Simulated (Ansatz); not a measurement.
# BrF2HSi: basis-set convergence

How large a basis does BrF2HSi need? Two functionals are run in growing sets.

Program: Ansatz 0.2.0, Gaussian basis. Level of theory: one geometry, several basis sets. These are calculated values, not measurements.

Levels to be run: PBE0-D4/def2-SVP; ωB97M-V/def2-SVP; PBE0-D4/def2-QZVPP; ωB97M-V/def2-QZVPP; the functionals' def2-TZVPP values are taken from earlier runs.

## (1) The relaxed structure

An earlier PBE0-D4 in a triple-zeta def2 set relaxation fixed the geometry.

SMILES `F[SiH](F)Br`, 5 atoms, charge 0, spin multiplicity 1.

Atoms are counted from 1 here; the program's logs count them from 0.

Bond lengths: F1–Si2 1.578 Å, Si2–F3 1.578 Å, Si2–Br4 2.183 Å, Si2–H5 1.466 Å. Angles: F1–Si2–F3 107.6°, F1–Si2–Br4 109.1°, F1–Si2–H5 109.7°, F3–Si2–Br4 109.1°, F3–Si2–H5 109.7°, Br4–Si2–H5 111.6°.

## (2) PBE0-D4 in def2-SVP

File in.yaml:

```yaml
crystal:
  periodic: [false, false, false]
  atoms:
    - {symbol: F, position_ang: [-0.224913, -0.396298, 1.531852]}
    - {symbol: Si, position_ang: [0.124239, 0.002515, 0.045773]}
    - {symbol: F, position_ang: [0.210226, 1.576691, -0.017216]}
    - {symbol: Br, position_ang: [-1.476803, -0.678938, -1.271908]}
    - {symbol: H, position_ang: [1.417151, -0.577670, -0.330001]}
basis:
  gaussian: {orbitals: def2-SVP}
hamiltonian: {xc: pbe0, dispersion: d4}
output: {orbitals: {seedname: orbitals}}
```

Further steps of the session: ωB97M-V in def2-SVP; PBE0-D4 in def2-QZVPP; ωB97M-V in def2-QZVPP.

Before running them: what should the planned runs give, taken together? Wanted: PBE0-D4: double and triple zeta above quadruple; ωB97M-V: double and triple zeta above quadruple.

**Answer**, as computed:

| quantity | value |
| --- | --- |
| PBE0-D4: double and triple zeta above quadruple | 20.60, 2.02 eV |
| ωB97M-V: double and triple zeta above quadruple | 20.58, 1.93 eV |

In words: PBE0-D4 gains 18.57 eV from double to triple zeta, then 2.02 eV more. Total energies overstate the basis error of differences, where much of it tends to cancel. The LUMO of ωB97M-V is positive and keeps falling with the basis (2.78 to 1.77 eV): an unbound level that the basis holds in place.
